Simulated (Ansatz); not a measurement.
**H8OSSi3: up Jacob's ladder to CCSD(T)**

The task here is to estimate one member of a computed series from the others.

Program: Ansatz 0.2.0, Gaussian basis. Level of theory: functionals in def2-TZVPP, the program's frozen cores in correlated methods. These are calculated values, not measurements.

The runs, in order: LDA (SPW92), PBE-D4, revPBE-D4, BLYP-D4, r2SCAN-D4, B97M-V, PBE0-D4, B3LYP-D4, r2SCANh-D4, r2SCAN0-D4, HSE06-D4, BHLYP-D4, CAM-B3LYP-D4, LC-ωPBE, ωB97X-V, ωB97M-V, B2PLYP, PBE-QIDH; CCSD(T)/def2-SVP; CCSD(T)/def2-TZVPP; MP2/def2-QZVPP; extrapolation to the limit; RPA on PBE.

## The geometry

An earlier PBE0-D4 in a triple-zeta def2 set relaxation fixed the geometry.

SMILES `O[SiH](S)[SiH2][SiH3]`, 13 atoms, charge 0, spin multiplicity 1.

Atoms are counted from 1 here; the program's logs count them from 0.

Bond lengths: O1–Si2 1.646 Å, O1–H6 0.959 Å, Si2–S3 2.149 Å, Si2–Si4 2.333 Å, Si2–H7 1.489 Å, S3–H8 1.343 Å, Si4–Si5 2.339 Å, Si4–H9 1.490 Å, Si4–H10 1.490 Å, Si5–H11 1.488 Å, Si5–H12 1.486 Å, Si5–H13 1.488 Å. Angles: Si2–O1–H6 117.6°, O1–Si2–S3 113.0°, O1–Si2–Si4 107.9°, O1–Si2–H7 111.0°, S3–Si2–Si4 107.4°, S3–Si2–H7 105.2°, Si4–Si2–H7 112.2°, Si2–S3–H8 94.6°, Si2–Si4–Si5 108.3°, Si2–Si4–H9 109.2°, Si2–Si4–H10 110.2°, Si5–Si4–H9 110.0°, Si5–Si4–H10 110.5°, H9–Si4–H10 108.7°, Si4–Si5–H11 110.8°, Si4–Si5–H12 109.9°, Si4–Si5–H13 109.7°, H11–Si5–H12 109.0° and more.

The first run:

File in.yaml:

```yaml
crystal:
  periodic: [false, false, false]
  atoms:
    - {symbol: O, position_ang: [-2.340825, -0.375864, 1.594472]}
    - {symbol: Si, position_ang: [-1.211847, 0.351257, 0.641781]}
    - {symbol: S, position_ang: [-1.948925, 0.831251, -1.318860]}
    - {symbol: Si, position_ang: [0.566904, -1.134026, 0.374852]}
    - {symbol: Si, position_ang: [2.212008, -0.083866, -0.914522]}
    - {symbol: H, position_ang: [-3.208961, 0.029557, 1.644351]}
    - {symbol: H, position_ang: [-0.777560, 1.650993, 1.225238]}
    - {symbol: H, position_ang: [-2.180516, 2.122587, -1.033546]}
    - {symbol: H, position_ang: [0.082835, -2.360017, -0.318913]}
    - {symbol: H, position_ang: [1.115113, -1.522964, 1.704069]}
    - {symbol: H, position_ang: [3.453458, -0.902965, -0.957513]}
    - {symbol: H, position_ang: [1.717211, 0.116915, -2.301222]}
    - {symbol: H, position_ang: [2.541607, 1.242338, -0.325387]}
basis:
  gaussian: {orbitals: def2-TZVPP}
hamiltonian: {xc: lda}
output: {orbitals: {seedname: orbitals}}
```

Steps of the session up to this table: LDA; PBE-D4 (GGA); revPBE-D4 (GGA); BLYP-D4 (GGA); r2SCAN-D4 (meta-GGA); B97M-V (meta-GGA); PBE0-D4 (hybrid); B3LYP-D4 (hybrid); r2SCANh-D4 (hybrid); r2SCAN0-D4 (hybrid); HSE06-D4 (hybrid); BHLYP-D4 (hybrid); CAM-B3LYP-D4 (range-separated); LC-ωPBE (range-separated); ωB97X-V (range-separated); ωB97M-V (range-separated); B2PLYP (double hybrid); PBE-QIDH (double hybrid).

One table of the session follows, with a row left open; its other results are not shown here.

It belongs to the step «Frontier levels by functional». 

```
  functional  HOMO (eV)  gap (eV)
 LDA (SPW92)      -6.55      5.06
      PBE-D4      -6.42      5.12
   revPBE-D4      -6.36      5.16
     BLYP-D4      -6.25      5.09
   r2SCAN-D4      -6.70      5.68
      B97M-V      -6.83      5.59
     PBE0-D4      -7.63      7.16
    B3LYP-D4      -7.38      6.73
  r2SCANh-D4      -7.15      6.41
  r2SCAN0-D4      -7.81      7.50
    HSE06-D4      -7.23      6.39
    BHLYP-D4      -8.68      9.11
CAM-B3LYP-D4          ?         ?
     LC-ωPBE     -10.30     11.98
     ωB97X-V      -9.96     11.51
     ωB97M-V      -9.77     11.02
```

**Question.** Estimate the row for CAM-B3LYP-D4.

**Answer.** HOMO (eV): -8.93; gap (eV): 9.49. In the column «HOMO (eV)» it lies between ωB97M-V (-9.77) and BHLYP-D4 (-8.68).
